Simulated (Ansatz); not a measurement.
# CH₅FSi₂: one species, many methods

An exercise on one series of results from a longer session: the logs are not shown, and one member is left open.

Method: functionals in def2-TZVPP, the program's frozen cores in correlated methods; program: Ansatz 0.2.0, Gaussian basis.

Levels to be run: LDA (SPW92), PBE-D4, revPBE-D4, BLYP-D4, r2SCAN-D4, B97M-V, PBE0-D4, B3LYP-D4, r2SCANh-D4, r2SCAN0-D4, HSE06-D4, BHLYP-D4, CAM-B3LYP-D4, LC-ωPBE, ωB97X-V, ωB97M-V, B2PLYP, PBE-QIDH; CCSD(T)/def2-SVP; CCSD(T)/def2-TZVPP; MP2/def2-QZVPP; extrapolation to the limit; RPA on PBE.

## The relaxed structure

An earlier PBE0-D4 in a triple-zeta def2 set relaxation fixed the geometry.

9 atoms, charge 0, spin multiplicity 1.

Atoms are counted from 1 here; the program's logs count them from 0.

Bond lengths: F1–Si2 1.621 Å, Si2–C3 1.881 Å, C3–Si4 1.883 Å, C3–H6 1.095 Å, C3–H7 1.096 Å, Si4–H5 1.491 Å, Si4–H8 1.484 Å, Si4–H9 1.486 Å. Angles: F1–Si2–C3 98.9°, Si2–C3–Si4 111.4°, Si2–C3–H6 109.3°, Si2–C3–H7 111.0°, Si4–C3–H6 108.3°, Si4–C3–H7 107.6°, H6–C3–H7 109.3°, C3–Si4–H5 110.0°, C3–Si4–H8 110.1°, C3–Si4–H9 111.1°, H5–Si4–H8 108.2°, H5–Si4–H9 107.9°, H8–Si4–H9 109.5°.

Geometry (Å):

```mol
CH5FSi2
  3D, bonds by distance, orders not assigned

  9  8  0  0  0  0  0  0  0  0999 V2000
   -0.0713   -0.4149   -2.5498 F   0  0
    0.3899    0.9525   -1.8125 Si  0  0
    0.8556    0.2373   -0.1366 C   0  0
   -0.6724   -0.1981    0.8739 Si  0  0
   -1.7063    0.8645    0.7186 H   0  0
    1.4380    0.9773    0.4229 H   0  0
    1.4482   -0.6779   -0.2517 H   0  0
   -1.2489   -1.4802    0.3989 H   0  0
   -0.3443   -0.3069    2.3193 H   0  0
  1  2  8  0
  2  3  8  0
  3  4  8  0
  3  6  8  0
  3  7  8  0
  4  5  8  0
  4  8  8  0
  4  9  8  0
M  END
```

The first run:

File in.yaml:

```yaml
crystal:
  periodic: [false, false, false]
  atoms:
    - {symbol: F, position_ang: [-0.071275, -0.414929, -2.549797]}
    - {symbol: Si, position_ang: [0.389902, 0.952483, -1.812489]}
    - {symbol: C, position_ang: [0.855639, 0.237336, -0.136619]}
    - {symbol: Si, position_ang: [-0.672380, -0.198050, 0.873910]}
    - {symbol: H, position_ang: [-1.706298, 0.864455, 0.718561]}
    - {symbol: H, position_ang: [1.438047, 0.977332, 0.422945]}
    - {symbol: H, position_ang: [1.448202, -0.677903, -0.251743]}
    - {symbol: H, position_ang: [-1.248943, -1.480175, 0.398856]}
    - {symbol: H, position_ang: [-0.344294, -0.306850, 2.319274]}
basis:
  gaussian: {orbitals: def2-TZVPP}
hamiltonian: {xc: lda}
output: {orbitals: {seedname: orbitals}}
```

Started as:

```sh
$ ansatz run in.yaml --threads 2 --pin off --events-out ev --progress --plain --max-ram 4352MiB
```

Steps of the session up to this table: LDA; PBE-D4 (GGA); revPBE-D4 (GGA); BLYP-D4 (GGA); r2SCAN-D4 (meta-GGA); B97M-V (meta-GGA); B3LYP-D4 (hybrid); r2SCANh-D4 (hybrid); r2SCAN0-D4 (hybrid); HSE06-D4 (hybrid); BHLYP-D4 (hybrid); CAM-B3LYP-D4 (range-separated); LC-ωPBE (range-separated); ωB97X-V (range-separated); ωB97M-V (range-separated); B2PLYP (double hybrid); PBE-QIDH (double hybrid).

One table of the session follows, with a row left open; its other results are not shown here.

It belongs to the step «Frontier levels by functional». 

```
  functional  HOMO (eV)  LUMO (eV)  gap (eV)
 LDA (SPW92)      -5.73      -3.17      2.56
      PBE-D4      -5.63      -2.99      2.64
   revPBE-D4      -5.58      -2.91      2.67
     BLYP-D4      -5.51      -2.85      2.66
   r2SCAN-D4      -5.83      -2.88      2.95
      B97M-V      -5.94      -2.87      3.07
     PBE0-D4      -6.72      -2.16      4.56
    B3LYP-D4      -6.55      -2.35      4.20
  r2SCANh-D4      -6.24      -2.57      3.67
  r2SCAN0-D4      -6.85      -2.10      4.75
    HSE06-D4      -6.33      -2.54      3.79
    BHLYP-D4      -7.72      -1.23      6.49
CAM-B3LYP-D4      -8.02      -1.06      6.96
     LC-ωPBE      -9.29       0.05      9.34
     ωB97X-V      -8.98      -0.05      8.93
     ωB97M-V          ?          ?         ?
```

Q: Estimate the row for ωB97M-V from the others.

**Answer.** HOMO (eV): -8.82; LUMO (eV): -0.17; gap (eV): 8.65. In the column «HOMO (eV)» it lies between ωB97X-V (-8.98) and CAM-B3LYP-D4 (-8.02).
